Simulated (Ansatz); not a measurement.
# C₂H₆AlF: how energies converge with the basis set

One table from this session's results is given with a row withheld; the runs are named, their logs left out.

Computed with Ansatz 0.2.0, Gaussian basis. Level: one geometry, several basis sets.

Levels to be run: PBE0-D4/def2-SVP; ωB97M-V/def2-SVP; PBE0-D4/def2-QZVPP; ωB97M-V/def2-QZVPP; the functionals' def2-TZVPP values are taken from earlier runs.

### Structure used throughout

The geometry comes from an earlier relaxation with PBE0-D4 in a triple-zeta def2 set; it is a stationary point, not always the lowest conformer.

10 atoms, charge 0, spin multiplicity 1.

Atoms are counted from 1 here; the program's logs count them from 0.

Bond lengths: F1–Al4 1.668 Å, C2–C3 1.338 Å, C2–H5 1.086 Å, C2–H6 1.084 Å, C3–H7 1.086 Å, C3–H8 1.084 Å, Al4–H9 1.586 Å, Al4–H10 1.586 Å. Angles: C3–C2–H5 121.3°, C3–C2–H6 121.7°, H5–C2–H6 117.0°, C2–C3–H7 121.3°, C2–C3–H8 121.7°, H7–C3–H8 117.0°, F1–Al4–H9 116.7°, F1–Al4–H10 116.7°, H9–Al4–H10 121.9°.

The first run:

Contents of in.yaml:

```yaml
crystal:
  periodic: [false, false, false]
  atoms:
    - {symbol: F, position_ang: [0.118910, 1.379842, -1.754856]}
    - {symbol: C, position_ang: [-0.487460, 0.260282, 1.079452]}
    - {symbol: C, position_ang: [0.804577, -0.047698, 0.919433]}
    - {symbol: Al, position_ang: [-0.208013, -0.207290, -1.358159]}
    - {symbol: H, position_ang: [-0.858167, 1.260589, 0.878226]}
    - {symbol: H, position_ang: [-1.204188, -0.465063, 1.446613]}
    - {symbol: H, position_ang: [1.523723, 0.692963, 0.583626]}
    - {symbol: H, position_ang: [1.187221, -1.035149, 1.150091]}
    - {symbol: H, position_ang: [0.942484, -1.262142, -1.636637]}
    - {symbol: H, position_ang: [-1.735888, -0.627536, -1.304691]}
basis:
  gaussian: {orbitals: def2-SVP}
hamiltonian: {xc: pbe0, dispersion: d4}
output: {orbitals: {seedname: orbitals}}
```

On the command line:

```
$ ansatz run in.yaml --threads 2 --pin off --events-out ev --progress --plain --max-ram 4352MiB
```

Among the steps run: PBE0-D4 in def2-SVP; ωB97M-V in def2-SVP; PBE0-D4 in def2-QZVPP; ωB97M-V in def2-QZVPP.

One table of the session follows, with a row left open; its other results are not shown here.

It belongs to the step «Density functionals: the series». 

| functional | basis | HOMO (eV) |
| --- | --- | --- |
| PBE0-D4 | def2-SVP | -8.07 |
| PBE0-D4 | def2-TZVPP | -8.12 |
| PBE0-D4 | def2-QZVPP | -8.14 |
| ωB97M-V | def2-SVP | -10.22 |
| ωB97M-V | def2-TZVPP | -10.32 |
| ωB97M-V | def2-QZVPP | ? |

Estimate the missing values for ωB97M-V, def2-QZVPP.

**Answer.** HOMO (eV): -10.34. In the column «HOMO (eV)» it is the lowest.
